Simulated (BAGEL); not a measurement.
# C2BeN2 (Be(CN)2): PBE0/6-311+G(d,p) (density fitting with qzvpp-jkfit)

Aim: the energy change on altering one bond length of C2BeN2 (Be(CN)2) at PBE0/6-311+G** (density fitting with qzvpp-jkfit), from 2 runs. 

The calculation is run with BAGEL 1.2.2.

24 further runs of the same task are left out: 10 that didn't finish, 14 set aside as unsound or not needed.

## 1. Starting point

The species is C2BeN2 (5 atoms), meant as a singlet with charge 0. SMILES: `N#[C][Be][C]#N`. The shape comes from GFN2-xTB, which is rough for such elements, and wasn't checked as a minimum.

Bond lengths: Be1–C2 1.678 Å, C2–N3 1.150 Å, Be1–C4 1.677 Å, C4–N5 1.150 Å. Angles: Be1–C2–N3 179.5°, C2–Be1–C4 178.8°, Be1–C4–N5 179.6°.

## 2. A single-point energy at PBE0/6-311+G(d,p) (density fitting with qzvpp-jkfit)

job.json reads:

```json
{ "bagel": [

{
  "title": "molecule",
  "basis": "6-311+gss.json",
  "df_basis": "qzvpp-jkfit",
  "angstrom": true,
  "geometry": [
    { "atom": "Be", "xyz": [    0.015020,    0.015380,   -0.000290 ] },
    { "atom": "C", "xyz": [    0.011410,    0.012400,    1.677580 ] },
    { "atom": "N", "xyz": [   -0.001630,    0.009090,    2.827150 ] },
    { "atom": "C", "xyz": [   -0.003210,   -0.007740,   -1.677530 ] },
    { "atom": "N", "xyz": [   -0.021590,   -0.029130,   -2.826920 ] }
  ]
},
{ "title": "ks", "xc_func": "pbe0" },
{ "title": "print", "file": "orbitals.molden", "orbitals": true }

]}
```

The basis set 6-311+G** is read from a file made from the Basis Set Exchange's data (not shown).

Launch:

```console
BAGEL_NUM_THREADS=1 BAGEL job.json > job.out
```

Output:

```text
* using 1 threads per process

  ===============================================================
  ===============================================================

  *** Geometry ***

  { "atom" : "Be", "xyz" : [      0.028384,      0.029064,     -0.000548 ] },
  { "atom" : "C", "xyz" : [      0.021562,      0.023433,      3.170167 ] },
  { "atom" : "N", "xyz" : [     -0.003080,      0.017178,      5.342539 ] },
  { "atom" : "C", "xyz" : [     -0.006066,     -0.014626,     -3.170072 ] },
  { "atom" : "N", "xyz" : [     -0.040799,     -0.055048,     -5.342105 ] },

  Number of auxiliary basis functions:      355

  Since a DF basis is specified, we compute 2- and 3-index integrals:
    o Being stored without compression. Storage requirement is 0.034 GB

  Number of basis functions:      110
  Number of electrons      :       30

    * METHOD: MOLECULE                             0.12

  *** Kohn-Sham DFT ***

    * Removing 7815 points whose weight is below 1.00e-10
    * Grid points: 66715

  === Nuclear Repulsion ===
    84.4159017452

       - DIIS with orbital gradients will be used.

  === KS iteration (pbe0 / 6-311+gss.json) ===
      0       -169.61250330          0.18296908           0.27
      1       -169.14641359          0.10820408           0.22
      2       -177.78642132          0.16790162           0.31
      3       -192.77393746          0.09673625           0.34
      4       -188.80545443          0.09546807           0.23
      5       -198.38498333          0.06976048           0.23
      6       -198.88360225          0.05942910           0.24
      7       -190.13320369          0.11350714           0.30
      8       -199.96837932          0.03026113           0.27
      9       -200.11418554          0.02078404           0.26
     10       -200.20507797          0.01279297           0.24
     11       -200.23718767          0.00720810           0.23
     12       -200.24110459          0.00644051           0.22
     13       -200.25318751          0.00046112           0.23
     14       -200.25325685          0.00006598           0.27
     15       -200.25325835          0.00001524           0.27
     16       -200.25325845          0.00000253           0.26
     17       -200.25325845          0.00000212           0.24
     18       -200.25325845          0.00000046           0.23
     19       -200.25325845          0.00000021           0.24
     20       -200.25325845          0.00000014           0.25
     21       -200.25325845          0.00000001           0.26
     22       -200.25325845          0.00000001           0.28
    * SCF iteration converged.

    * Permanent dipole moment:
           (   -0.034127,    -0.035151,     0.001028) a.u.

    * METHOD: KS                                   6.24

    * METHOD: PRINT                                0.01

  ===============================================================
```

It took 6.9 s on 1 thread of Intel Xeon 6975P-C (Granite Rapids), shared host; peak memory 0.35 GiB.

## 3. The distorted shape

job.json reads:

```json
{ "bagel": [

{
  "title": "molecule",
  "basis": "6-311+gss.json",
  "df_basis": "qzvpp-jkfit",
  "angstrom": "true",
  "geometry": [
    { "atom": "Be", "xyz": [    0.037076,    0.041048,    1.378959 ] },
    { "atom": "C", "xyz": [    0.033466,    0.038068,    3.056829 ] },
    { "atom": "N", "xyz": [    0.020426,    0.034758,    4.206399 ] },
    { "atom": "C", "xyz": [    0.018846,    0.017928,   -0.298281 ] },
    { "atom": "N", "xyz": [   -0.021590,   -0.029130,   -2.826920 ] }
  ]
},
{
  "title": "ks",
  "xc_func": "pbe0"
},
{
  "title": "print",
  "file": "orbitals.molden",
  "orbitals": "true"
}

]}
```

The basis set 6-311+G** is read from a file made from the Basis Set Exchange's data (not shown).

Launch:

```console
BAGEL_NUM_THREADS=1 BAGEL job.json > job.out
```

Output:

```text
* using 1 threads per process

  ===============================================================
  ===============================================================

  *** Geometry ***

  { "atom" : "Be", "xyz" : [      0.070063,      0.077569,      2.605855 ] },
  { "atom" : "C", "xyz" : [      0.063242,      0.071938,      5.776570 ] },
  { "atom" : "N", "xyz" : [      0.038600,      0.065683,      7.948942 ] },
  { "atom" : "C", "xyz" : [      0.035614,      0.033879,     -0.563669 ] },
  { "atom" : "N", "xyz" : [     -0.040799,     -0.055048,     -5.342105 ] },

  Number of auxiliary basis functions:      355

  Since a DF basis is specified, we compute 2- and 3-index integrals:
    o Being stored without compression. Storage requirement is 0.034 GB

  Number of basis functions:      110
  Number of electrons      :       30

    * METHOD: MOLECULE                             0.12

  *** Kohn-Sham DFT ***

    * Removing 6732 points whose weight is below 1.00e-10
    * Grid points: 67798

  === Nuclear Repulsion ===
    70.0969829142

       - DIIS with orbital gradients will be used.

  === KS iteration (pbe0 / 6-311+gss.json) ===
      0       -153.80721261          0.16457785           0.25
      1       -159.08841594          0.11972300           0.23
      2       -137.69890578          0.16529716           0.26
      3       -176.75099153          0.11461824           0.36
      4       -197.18271065          0.07189070           0.22
      5       -189.61795417          0.07413693           0.25
      6       -192.03365256          0.08361895           0.25
      7       -186.43089805          0.10281311           0.26
      8       -187.07444298          0.11544770           0.24
      9       -196.19351855          0.05950856           0.24
     10       -198.17438731          0.06001780           0.24
     11       -188.90768750          0.06662982           0.22
     12       -195.88156435          0.06371722           0.22
     13       -195.24808819          0.06787417           0.23
     14       -195.40614585          0.06539205           0.22
     15       -195.74601089          0.06339546           0.21
     16       -195.42488685          0.06661919           0.23
     17       -188.06801809          0.07440877           0.24
     18       -196.60809573          0.05484079           0.23
     19       -197.36436984          0.05884292           0.22
     20       -197.54432880          0.05833617           0.23
     21       -186.34064330          0.09949510           0.25
     22       -192.69536873          0.12795926           0.30
     23       -188.31147289          0.07198664           0.24
     24       -192.67332065          0.11079489           0.24
     25       -189.80442449          0.14899568           0.24
     26       -188.74299855          0.09304384           0.25
     27       -196.62980062          0.05708265           0.24
     28       -197.26271236          0.05695781           0.24
     29       -187.94401315          0.07298506           0.23
     30       -196.90752912          0.05667631           0.24
     31       -196.66313467          0.05701449           0.23
     32       -195.99429365          0.06260907           0.23
     33       -196.18183614          0.05955388           0.24
     34       -195.85574851          0.06144595           0.24
     35       -186.23206276          0.09297902           0.24
     36       -198.89499028          0.04434763           0.25
     37       -197.32411158          0.06184492           0.24
     38       -197.70829273          0.06778366           0.24
     39       -197.45292540          0.06404059           0.27
     40       -197.32257857          0.06335136           0.26
     41       -196.82913745          0.06363262           0.23
     42       -196.73741489          0.05942827           0.22
     43       -197.16535840          0.06395406           0.23
     44       -184.75292616          0.11479289           0.24
     45       -196.19086538          0.05690645           0.26
     46       -196.90746990          0.06234198           0.24
     47       -197.31899840          0.05604980           0.22
     48       -196.82064680          0.05612079           0.24
     49       -197.37239830          0.04961296           0.25
     50       -199.69507066          0.00825165           0.23
     51       -198.88567070          0.05115835           0.23
     52       -198.83687477          0.05209287           0.23
     53       -199.58826538          0.02363517           0.23
     54       -199.67608489          0.01474250           0.22
     55       -199.63969720          0.01917329           0.22
     56       -199.69494427          0.01244797           0.22
     57       -199.73441921          0.00220401           0.22
     58       -199.73571485          0.00036312           0.22
     59       -199.73575582          0.00014546           0.23
     60       -199.73576343          0.00006662           0.26
     61       -199.73576278          0.00013586           0.27
     62       -199.73576810          0.00000471           0.26
     63       -199.73576811          0.00000205           0.23
     64       -199.73576811          0.00000090           0.23
     65       -199.73576811          0.00000045           0.22
     66       -199.73576811          0.00000021           0.24
     67       -199.73576811          0.00000052           0.24
     68       -199.73576811          0.00000017           0.23
     69       -199.73576811          0.00000020           0.22
     70       -199.73576811          0.00000013           0.24
     71       -199.73576811          0.00000009           0.23
     72       -199.73576811          0.00000007           0.24
     73       -199.73576811          0.00000009           0.26
     74       -199.73576811          0.00000010           0.25
     75       -199.73576811          0.00000003           0.25
     76       -199.73576811          0.00000003           0.23
     77       -199.73576811          0.00000003           0.25
     78       -199.73576811          0.00000002           0.23
     79       -199.73576811          0.00000002           0.24
     80       -199.73576811          0.00000003           0.23
     81       -199.73576811          0.00000003           0.23
     82       -199.73576811          0.00000003           0.22
     83       -199.73576811          0.00000003           0.22
     84       -199.73576811          0.00000002           0.22
     85       -199.73576811          0.00000002           0.22
     86       -199.73576811          0.00000003           0.24
     87       -199.73576811          0.00000002           0.22
     88       -199.73576811          0.00000001           0.22
     89       -199.73576811          0.00000001           0.22
    * SCF iteration converged.

    * Permanent dipole moment:
           (   -0.030797,    -0.030899,     0.216707) a.u.

    * METHOD: KS                                  21.74

    * METHOD: PRINT                                0.01

  ===============================================================
```

Wall time 22 s (1 thread of Intel Xeon 6975P-C (Granite Rapids), shared host); peak memory 0.35 GiB.

## 4. Results

At PBE0/6-311+G** (density fitting with qzvpp-jkfit):

| quantity | value |
| --- | --- |
| first shape: total energy | -200.25326 Eh |
| first shape: dipole moment | 0.12 D |
| first shape: HOMO energy | -10.58 eV |
| first shape: LUMO energy | -2.89 eV |
| first shape: HOMO–LUMO gap | 7.69 eV |
| distorted shape: total energy | -199.73577 Eh |
| distorted shape: dipole moment | 0.56 D |
| distorted shape: HOMO energy | -7.70 eV |
| distorted shape: LUMO energy | -5.84 eV |
| distorted shape: HOMO–LUMO gap | 1.86 eV |
| energy change with the C4–N5 bond stretched from 1.150 to 2.529 Å | 14.082 eV |

One bond (distorted shape) is far stretched, which a spin-restricted single reference describes badly; a broken-symmetry solution may lie lower. With the C4–N5 bond stretched from 1.150 to 2.529 Å the energy rises by 14.08 eV (1359 kJ/mol). The first shape isn't relaxed at this level, so the change isn't measured from a minimum. A restricted reference can't describe the breaking bond well at this length.
